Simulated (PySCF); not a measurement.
# Pb(CH3)2H2: other functionals and bases at one geometry

How far do other levels of theory move the description of Pb(CH3)2H2, and what does each cost? The structure is generated, not taken from experiment.

The runs use PySCF 2.14.0; several levels, as the steps say, no spin–orbit coupling.

4 further runs of the same task are left out: 2 for a known fault of the program, 1 that didn't finish, 1 set aside as unsound or not needed.

## 1. Starting geometry

11 atoms, charge 0, spin multiplicity 1.

Bond lengths: Pb1–C2 2.267 Å, Pb1–C6 2.267 Å, Pb1–H10 1.789 Å, Pb1–H11 1.789 Å, C2–H3 1.101 Å, C2–H4 1.101 Å, C2–H5 1.101 Å, C6–H7 1.101 Å, C6–H8 1.101 Å, C6–H9 1.101 Å. Angles: C2–Pb1–C6 110.7°, C2–Pb1–H10 109.5°, C2–Pb1–H11 109.5°, C6–Pb1–H10 109.5°, C6–Pb1–H11 109.5°, H10–Pb1–H11 108.0°, Pb1–C2–H3 108.9°, Pb1–C2–H4 108.8°, Pb1–C2–H5 108.8°, H3–C2–H4 110.1°, H3–C2–H5 110.1°, H4–C2–H5 110.1°, Pb1–C6–H7 108.9°, Pb1–C6–H8 108.8°, Pb1–C6–H9 108.8°, H7–C6–H8 110.1°, H7–C6–H9 110.1°, H8–C6–H9 110.1°.

Coordinates:

```
Pb    0.00000    0.00000   -0.18040
C     1.31862    1.31862    1.10853
H     1.94506    1.94506    0.45432
H     0.67760    1.95426    1.73965
H     1.95426    0.67760    1.73965
C    -1.31862   -1.31862    1.10853
H    -1.94506   -1.94506    0.45432
H    -0.67760   -1.95426    1.73965
H    -1.95426   -0.67760    1.73965
H     1.02355   -1.02355   -1.23152
H    -1.02355    1.02355   -1.23152
```

Formal oxidation states: Pb +4. An earlier session relaxed this geometry at TPSS, Pb def2-SVP with ECP60, C def2-SVP, H def2-SVP (singlet, point group C2v).

At TPSS on the finer grid: E = -273.732971 Eh, HOMO -6.57 eV, LUMO -0.83 eV, Mulliken charge on Pb1 +0.39 e, largest force component 0.005 eV/Å. 

Levels to run: BP86; r2SCAN; revPBE; M06-L; TPSS, TZVP; TPSS, x2c-SVP. Hardware: 2 threads of Arm Neoverse V2, shared host.

## 2. BP86

run.py (the lines that set the calculation) reads:

```python
mol = gto.M(atom='''
Pb     0.00000     0.00000    -0.18040
C      1.31862     1.31862     1.10853
H      1.94506     1.94506     0.45432
H      0.67760     1.95426     1.73965
H      1.95426     0.67760     1.73965
C     -1.31862    -1.31862     1.10853
H     -1.94506    -1.94506     0.45432
H     -0.67760    -1.95426     1.73965
H     -1.95426    -0.67760     1.73965
H      1.02355    -1.02355    -1.23152
H     -1.02355     1.02355    -1.23152''',
    basis={'Pb': 'def2-SVP', 'C': 'def2-SVP', 'H': 'def2-SVP'},
    ecp={'Pb': 'def2-SVP'},
    charge=0, spin=0)
mf = dft.RKS(mol, xc='B88,P86')
mf.grids.atom_grid = (75, 302)
mf = mf.density_fit()  # fitting sets: Pb def2-universal-JKFIT, C def2-universal-JKFIT, H def2-universal-JKFIT
mf.conv_tol = 1e-08; mf.max_cycle = 55
mf.kernel(dm0)  # dm0: the density of the relaxed state
```

Started as:

```
$ OMP_NUM_THREADS=2 python run.py
```

The program printed:

```text
init E= -273.915138805038
  HOMO = -0.244636969613363  LUMO = -0.0390718170453077  gap/eV = 5.59371
cycle= 1 E= -273.916134233703  delta_E= -0.000995  |g|= 0.0332  |ddm|= 0.151
  HOMO = -0.23712111730957  LUMO = -0.0354767527631488  gap/eV = 5.48702
cycle= 2 E= -273.915690877083  delta_E= 0.000443  |g|= 0.05  |ddm|= 0.12
  HOMO = -0.243222697817143  LUMO = -0.0387837832055258  gap/eV = 5.56307
cycle= 3 E= -273.916485840044  delta_E= -0.000795  |g|= 0.00874  |ddm|= 0.072
  HOMO = -0.242893935113523  LUMO = -0.0387484070448654  gap/eV = 5.55508
cycle= 4 E= -273.916510384942  delta_E= -2.45e-05  |g|= 0.00127  |ddm|= 0.013
  HOMO = -0.242798188267585  LUMO = -0.0386354684582866  gap/eV = 5.55555
cycle= 5 E= -273.916510781264  delta_E= -3.96e-07  |g|= 0.000139  |ddm|= 0.00182
  HOMO = -0.242783680719471  LUMO = -0.0386249574309137  gap/eV = 5.55544
cycle= 6 E= -273.916510788231  delta_E= -6.97e-09  |g|= 3.11e-05  |ddm|= 0.000254
  HOMO = -0.242782608819933  LUMO = -0.0386244680594086  gap/eV = 5.55543
Extra cycle  E= -273.916510788164  delta_E= 6.72e-11  |g|= 3.54e-05  |ddm|= 9.56e-05
converged SCF energy = -273.916510788164
```

Wall time 4.4 s (2 threads of Arm Neoverse V2, shared host).

Result: E = -273.916511 Eh, HOMO -6.61 eV, LUMO -1.05 eV, Mulliken charge on Pb1 +0.34 e, largest force component 0.102 eV/Å. 

## 3. r2SCAN

run.py (the lines that set the calculation), as its differences from that of step 2:

```diff
@@ -15,3 +15,3 @@
     charge=0, spin=0)
-mf = dft.RKS(mol, xc='B88,P86')
+mf = dft.RKS(mol, xc='R2SCAN')
 mf.grids.atom_grid = (75, 302)
```

Started as:

```
$ OMP_NUM_THREADS=2 python run.py
```

The program printed:

```text
init E= -273.793587446356
  HOMO = -0.249573231968458  LUMO = -0.0272381044810306  gap/eV = 6.05005
cycle= 1 E= -273.795031364013  delta_E= -0.00144  |g|= 0.0268  |ddm|= 0.138
  HOMO = -0.244354051381917  LUMO = -0.0243196818812894  gap/eV = 5.98744
cycle= 2 E= -273.794968854871  delta_E= 6.25e-05  |g|= 0.0303  |ddm|= 0.0942
  HOMO = -0.248164267633708  LUMO = -0.0267601262023955  gap/eV = 6.02471
cycle= 3 E= -273.795253902705  delta_E= -0.000285  |g|= 0.00344  |ddm|= 0.0501
  HOMO = -0.247795197714751  LUMO = -0.026568607708688  gap/eV = 6.01988
cycle= 4 E= -273.795257050416  delta_E= -3.15e-06  |g|= 0.000988  |ddm|= 0.00463
  HOMO = -0.24782808953732  LUMO = -0.0265382924453874  gap/eV = 6.02160
cycle= 5 E= -273.795257345639  delta_E= -2.95e-07  |g|= 0.000147  |ddm|= 0.00147
  HOMO = -0.247819668544214  LUMO = -0.0265441378344082  gap/eV = 6.02121
cycle= 6 E= -273.795257354179  delta_E= -8.54e-09  |g|= 1.47e-05  |ddm|= 0.000273
  HOMO = -0.247820915380274  LUMO = -0.0265428137441237  gap/eV = 6.02128
Extra cycle  E= -273.795257354114  delta_E= 6.47e-11  |g|= 2.2e-05  |ddm|= 6.1e-05
converged SCF energy = -273.795257354114
```

It took 7.1 s on 2 threads of Arm Neoverse V2, shared host.

Read off: E = -273.795257 Eh, HOMO -6.74 eV, LUMO -0.72 eV, Mulliken charge on Pb1 +0.41 e, largest force component 0.073 eV/Å. 

## 4. revPBE

run.py (the lines that set the calculation), as its differences from that of step 3:

```diff
@@ -15,3 +15,3 @@
     charge=0, spin=0)
-mf = dft.RKS(mol, xc='R2SCAN')
+mf = dft.RKS(mol, xc='PBE_R,PBE')
 mf.grids.atom_grid = (75, 302)
```

Started as:

```
$ OMP_NUM_THREADS=2 python run.py
```

The program printed:

```text
init E= -273.815037056647
  HOMO = -0.238848504501742  LUMO = -0.0328495944015721  gap/eV = 5.60552
cycle= 1 E= -273.815753211753  delta_E= -0.000716  |g|= 0.0263  |ddm|= 0.138
  HOMO = -0.233217195822627  LUMO = -0.0297549265700567  gap/eV = 5.53649
cycle= 2 E= -273.815535449455  delta_E= 0.000218  |g|= 0.0365  |ddm|= 0.0911
  HOMO = -0.237806463038031  LUMO = -0.0323536326436216  gap/eV = 5.59066
cycle= 3 E= -273.815940566333  delta_E= -0.000405  |g|= 0.00718  |ddm|= 0.0548
  HOMO = -0.237401855059582  LUMO = -0.0322611288945289  gap/eV = 5.58216
cycle= 4 E= -273.815956250127  delta_E= -1.57e-05  |g|= 0.000945  |ddm|= 0.01
  HOMO = -0.237309883716391  LUMO = -0.0321716843963653  gap/eV = 5.58209
cycle= 5 E= -273.815956518397  delta_E= -2.68e-07  |g|= 0.000122  |ddm|= 0.00151
  HOMO = -0.23730156352557  LUMO = -0.0321631760537588  gap/eV = 5.58210
cycle= 6 E= -273.815956523066  delta_E= -4.67e-09  |g|= 2e-05  |ddm|= 0.000194
  HOMO = -0.237304597248729  LUMO = -0.0321662280495971  gap/eV = 5.58210
Extra cycle  E= -273.815956523068  delta_E= -2.1e-12  |g|= 2.08e-05  |ddm|= 4.97e-05
converged SCF energy = -273.815956523068
```

Run time: 4.3 s. Hardware: 2 threads of Arm Neoverse V2, shared host.

Result: E = -273.815957 Eh, HOMO -6.46 eV, LUMO -0.88 eV, Mulliken charge on Pb1 +0.36 e, largest force component 0.101 eV/Å. 

## 5. M06-L

run.py (the lines that set the calculation), as its differences from that of step 4:

```diff
@@ -15,3 +15,3 @@
     charge=0, spin=0)
-mf = dft.RKS(mol, xc='PBE_R,PBE')
+mf = dft.RKS(mol, xc='M06L')
 mf.grids.atom_grid = (75, 302)
```

Started as:

```
$ OMP_NUM_THREADS=2 python run.py
```

The program printed:

```text
init E= -273.861782255548
  HOMO = -0.245956646355443  LUMO = -0.0242615969327069  gap/eV = 6.03263
cycle= 1 E= -273.86670927364  delta_E= -0.00493  |g|= 0.0343  |ddm|= 0.308
  HOMO = -0.241043245764725  LUMO = -0.0236244902782676  gap/eV = 5.91627
cycle= 2 E= -273.86650046702  delta_E= 0.000209  |g|= 0.0413  |ddm|= 0.102
  HOMO = -0.244712945527414  LUMO = -0.0242377660139361  gap/eV = 5.99944
cycle= 3 E= -273.867056938117  delta_E= -0.000556  |g|= 0.0112  |ddm|= 0.0642
  HOMO = -0.243565690671526  LUMO = -0.0236029791657213  gap/eV = 5.98549
cycle= 4 E= -273.86709044948  delta_E= -3.35e-05  |g|= 0.00132  |ddm|= 0.0118
  HOMO = -0.243765630610374  LUMO = -0.023834068901234  gap/eV = 5.98464
cycle= 5 E= -273.867090934867  delta_E= -4.85e-07  |g|= 0.000421  |ddm|= 0.0025
  HOMO = -0.243718842733163  LUMO = -0.0238005001357564  gap/eV = 5.98428
cycle= 6 E= -273.867090981401  delta_E= -4.65e-08  |g|= 0.000114  |ddm|= 0.000932
  HOMO = -0.243731644789648  LUMO = -0.0238087253481467  gap/eV = 5.98441
cycle= 7 E= -273.867090985686  delta_E= -4.28e-09  |g|= 1.57e-05  |ddm|= 0.00023
  HOMO = -0.243728209191955  LUMO = -0.0238085585539718  gap/eV = 5.98432
Extra cycle  E= -273.867090985681  delta_E= 4.72e-12  |g|= 1.81e-05  |ddm|= 6.81e-05
converged SCF energy = -273.867090985681
```

Wall time 7.4 s (2 threads of Arm Neoverse V2, shared host).

Result: E = -273.867091 Eh, HOMO -6.63 eV, LUMO -0.65 eV, Mulliken charge on Pb1 +0.67 e, largest force component 0.155 eV/Å. 

## 6. TPSS, TZVP

Basis: Pb def2-TZVP with ECP60, C def2-TZVP, H def2-TZVP. 

run.py (the lines that set the calculation), as its differences from that of step 5:

```diff
@@ -12,6 +12,6 @@
 H     -1.02355     1.02355    -1.23152''',
-    basis={'Pb': 'def2-SVP', 'C': 'def2-SVP', 'H': 'def2-SVP'},
-    ecp={'Pb': 'def2-SVP'},
+    basis={'Pb': 'def2-TZVP', 'C': 'def2-TZVP', 'H': 'def2-TZVP'},
+    ecp={'Pb': 'def2-TZVP'},
     charge=0, spin=0)
-mf = dft.RKS(mol, xc='M06L')
+mf = dft.RKS(mol, xc='TPSS')
 mf.grids.atom_grid = (75, 302)
@@ -19,2 +19,2 @@
 mf.conv_tol = 1e-08; mf.max_cycle = 55
-mf.kernel(dm0)  # dm0: the density of the relaxed state
+mf.kernel(dm0)  # dm0: free metal ions and neutral atoms
```

Started as:

```
$ OMP_NUM_THREADS=2 python run.py
```

The program printed:

```text
init E= -277.388046727606
  HOMO = -0.228621462705124  LUMO = -0.128754321835622  gap/eV = 2.71752
cycle= 1 E= -272.899469365551  delta_E= 4.49  |g|= 1.79  |ddm|= 2.86
  HOMO = -0.105388155720046  LUMO = -0.0894346546514466  gap/eV = 0.43412
cycle= 2 E= -269.686416292468  delta_E= 3.21  |g|= 3.43  |ddm|= 16.9
  HOMO = -0.243517916289104  LUMO = -0.0483992138849239  gap/eV = 5.30945
cycle= 3 E= -273.815332425926  delta_E= -4.13  |g|= 0.285  |ddm|= 16.7
  HOMO = -0.24950843623772  LUMO = -0.0472890565632884  gap/eV = 5.50267
cycle= 4 E= -273.816535723635  delta_E= -0.0012  |g|= 0.286  |ddm|= 0.522
  HOMO = -0.241015287106434  LUMO = -0.0406419099396444  gap/eV = 5.45244
cycle= 5 E= -273.832945378543  delta_E= -0.0164  |g|= 0.0217  |ddm|= 0.283
  HOMO = -0.242518997432059  LUMO = -0.0419260153968075  gap/eV = 5.45841
cycle= 6 E= -273.833026962477  delta_E= -8.16e-05  |g|= 0.006  |ddm|= 0.0298
  HOMO = -0.242162226238566  LUMO = -0.0416409570063418  gap/eV = 5.45646
cycle= 7 E= -273.833032218145  delta_E= -5.26e-06  |g|= 0.00203  |ddm|= 0.0086
  HOMO = -0.24243501285653  LUMO = -0.0418105130926723  gap/eV = 5.45927
cycle= 8 E= -273.833033377651  delta_E= -1.16e-06  |g|= 0.000361  |ddm|= 0.00308
  HOMO = -0.242365059283026  LUMO = -0.0417528441048987  gap/eV = 5.45894
cycle= 9 E= -273.833033418195  delta_E= -4.05e-08  |g|= 4.64e-05  |ddm|= 0.000506
  HOMO = -0.242365590087312  LUMO = -0.0417592411674974  gap/eV = 5.45878
cycle= 10 E= -273.833033419333  delta_E= -1.14e-09  |g|= 1.39e-05  |ddm|= 0.000128
  HOMO = -0.242367643792925  LUMO = -0.0417583201364771  gap/eV = 5.45886
Extra cycle  E= -273.833033419213  delta_E= 1.2e-10  |g|= 2.45e-05  |ddm|= 5.61e-05
converged SCF energy = -273.833033419213
```

Run time: 21 s. Hardware: 2 threads of Arm Neoverse V2, shared host.

Result: E = -273.833033 Eh, HOMO -6.60 eV, LUMO -1.14 eV, Mulliken charge on Pb1 +0.56 e, largest force component 0.187 eV/Å. 

## 7. TPSS, x2c-SVP

Basis: Pb x2c-SVPall, C x2c-SVPall, H x2c-SVPall. All electrons are treated, with the spin-free X2C Hamiltonian.

run.py (the lines that set the calculation), as its differences from that of step 6:

```diff
@@ -12,8 +12,9 @@
 H     -1.02355     1.02355    -1.23152''',
-    basis={'Pb': 'def2-TZVP', 'C': 'def2-TZVP', 'H': 'def2-TZVP'},
-    ecp={'Pb': 'def2-TZVP'},
+    basis={'Pb': 'x2c-SVPall', 'C': 'x2c-SVPall', 'H': 'x2c-SVPall'},
+    nucmod='G',
     charge=0, spin=0)
 mf = dft.RKS(mol, xc='TPSS')
-mf.grids.atom_grid = (75, 302)
-mf = mf.density_fit()  # fitting sets: Pb def2-universal-JKFIT, C def2-universal-JKFIT, H def2-universal-JKFIT
+mf.grids.atom_grid = (99, 590)
+mf = mf.density_fit()  # fitting sets: Pb AutoAux, C AutoAux, H AutoAux
+mf = mf.sfx2c1e()
 mf.conv_tol = 1e-08; mf.max_cycle = 55
```

Started as:

```
$ OMP_NUM_THREADS=2 python run.py
```

The program printed:

```text
init E= -20968.6366661794
  HOMO = -0.226916595028429  LUMO = -0.124626360638048  gap/eV = 2.78346
cycle= 1 E= -20964.0301923245  delta_E= 4.61  |g|= 1.64  |ddm|=  3.6
  HOMO = -0.091000546811653  LUMO = -0.074573070974283  gap/eV = 0.44701
cycle= 2 E= -20960.9215278177  delta_E= 3.11  |g|= 3.16  |ddm|= 11.3
  HOMO = -0.245997239526947  LUMO = -0.0394059472648856  gap/eV = 5.62164
cycle= 3 E= -20964.9313322151  delta_E= -4.01  |g|= 0.242  |ddm|= 10.8
  HOMO = -0.246954252239353  LUMO = -0.0351577313059552  gap/eV = 5.76328
cycle= 4 E= -20964.9344576833  delta_E= -0.00313  |g|= 0.225  |ddm|= 0.552
  HOMO = -0.240614134647959  LUMO = -0.0307243552899981  gap/eV = 5.71139
cycle= 5 E= -20964.9452341176  delta_E= -0.0108  |g|= 0.0182  |ddm|= 0.286
  HOMO = -0.242544323712057  LUMO = -0.0324746130262779  gap/eV = 5.71629
cycle= 6 E= -20964.9452853724  delta_E= -5.13e-05  |g|= 0.00548  |ddm|= 0.0296
  HOMO = -0.242090462254117  LUMO = -0.0320408585177687  gap/eV = 5.71574
cycle= 7 E= -20964.9452903485  delta_E= -4.98e-06  |g|= 0.00145  |ddm|= 0.0088
  HOMO = -0.242301231317733  LUMO = -0.0321714871774534  gap/eV = 5.71792
cycle= 8 E= -20964.9452910334  delta_E= -6.85e-07  |g|= 0.000199  |ddm|= 0.00253
  HOMO = -0.242259745245581  LUMO = -0.0321337080571262  gap/eV = 5.71782
cycle= 9 E= -20964.945291047  delta_E= -1.36e-08  |g|= 2.61e-05  |ddm|= 0.000388
  HOMO = -0.242262433324445  LUMO = -0.0321387910997832  gap/eV = 5.71776
cycle= 10 E= -20964.9452910473  delta_E= -3.31e-10  |g|= 3.8e-06  |ddm|= 7.21e-05
  HOMO = -0.242262631392746  LUMO = -0.0321381283370012  gap/eV = 5.71778
Extra cycle  E= -20964.9452910473  delta_E= 3.27e-11  |g|= 5.87e-06  |ddm|= 1.92e-05
converged SCF energy = -20964.9452910473
```

Run time: 49 s. Hardware: 2 threads of Arm Neoverse V2, shared host.

Read off: E = -20964.945291 Eh, HOMO -6.59 eV, LUMO -0.87 eV, Mulliken charge on Pb1 +0.47 e, largest force component 0.082 eV/Å. 

## 8. Results

| level | state | HOMO (eV) | gap (eV) | charge on Pb1 (e) | dipole (D) | largest force (eV/Å) | basis functions | time |
| --- | --- | --- | --- | --- | --- | --- | --- | --- |
| TPSS (relaxed here) | singlet | -6.57 | 5.74 | 0.39 | 0.97 | 0.01 | 94 | 30 s |
| BP86 | singlet | -6.61 | 5.56 | 0.34 | 0.93 | 0.10 | 94 | 4.4 s |
| r2SCAN | singlet | -6.74 | 6.02 | 0.41 | 0.88 | 0.07 | 94 | 7.1 s |
| revPBE | singlet | -6.46 | 5.58 | 0.36 | 0.89 | 0.10 | 94 | 4.3 s |
| M06-L | singlet | -6.63 | 5.98 | 0.67 | 0.77 | 0.15 | 94 | 7.4 s |
| TPSS, TZVP | singlet | -6.60 | 5.46 | 0.56 | 0.94 | 0.19 | 160 | 21 s |
| TPSS, x2c-SVP | singlet | -6.59 | 5.72 | 0.47 | 0.98 | 0.08 | 130 | 49 s |

Times are on 2 threads of Arm Neoverse V2, shared host; the first row also made further properties.

In one basis the gap runs from 5.56 eV (BP86) to 6.02 eV (r2SCAN). The largest leftover force, 0.19 eV/Å with TPSS, TZVP, stands at a geometry relaxed at another level. The Mulliken charge on Pb spans +0.34 to +0.67 e over the levels. Total energies of different levels can't be compared. Spin–orbit coupling is left out throughout.
